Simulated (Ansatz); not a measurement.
# CH4F2Ge: the cost of one run

Method: RHF/def2-SVP, in Ansatz 0.2.0.

**1. The structure to begin with**

Bond lengths: Ge1–H2 1.550 Å, Ge1–C3 1.960 Å, C3–H4 1.110 Å, C3–H5 1.110 Å, C3–H6 1.110 Å, Ge1–F7 1.679 Å, Ge1–F8 1.679 Å. Angles: H2–Ge1–C3 109.4°, H2–Ge1–F7 109.5°, H2–Ge1–F8 109.5°, C3–Ge1–F7 109.5°, C3–Ge1–F8 109.5°, F7–Ge1–F8 109.5°, Ge1–C3–H4 109.5°, Ge1–C3–H5 109.5°, Ge1–C3–H6 109.5°, H4–C3–H5 109.4°, H4–C3–H6 109.4°, H5–C3–H6 109.4°.

As a file:

```xyz
8

Ge    0.0000    0.0000    0.0000
H     0.0000    0.0000    1.5500
C     1.8483    0.0000   -0.6527
H     2.1960   -1.0463   -0.7809
H     1.8968    0.5276   -1.6281
H     2.5002    0.5187    0.0808
F    -0.7913    1.3709   -0.5594
F    -0.7913   -1.3709   -0.5594
```

**2. Preparing the start**

The input, input.yaml:

```yaml
crystal:
  periodic: [false, false, false]
  atoms:
    - { symbol: Ge, position_ang: [0.0, 0.0, 0.0] }
    - { symbol: H, position_ang: [0.0, 0.0, 1.55] }
    - { symbol: C, position_ang: [1.8483, 0.0, -0.6527] }
    - { symbol: H, position_ang: [2.196, -1.0463, -0.7809] }
    - { symbol: H, position_ang: [1.8968, 0.5276, -1.6281] }
    - { symbol: H, position_ang: [2.5002, 0.5187, 0.0808] }
    - { symbol: F, position_ang: [-0.7913, 1.3709, -0.5594] }
    - { symbol: F, position_ang: [-0.7913, -1.3709, -0.5594] }
basis:
  gaussian: { orbitals: def2-SVP }
hamiltonian:
  xc: hf
relax:
  f_tol: 0.02
  max_steps: 40
```

Launch:

```bash
> ansatz run input.yaml --threads 1 --pin off --max-ram 2048MiB --backend cpu --events-out ev --progress --plain --runs-dir out
```

**Question.** How long does this run take on 1 thread of Arm Neoverse V1, shared host, and how much memory does it need?

About 31 s, with a peak of 0.19 GiB.
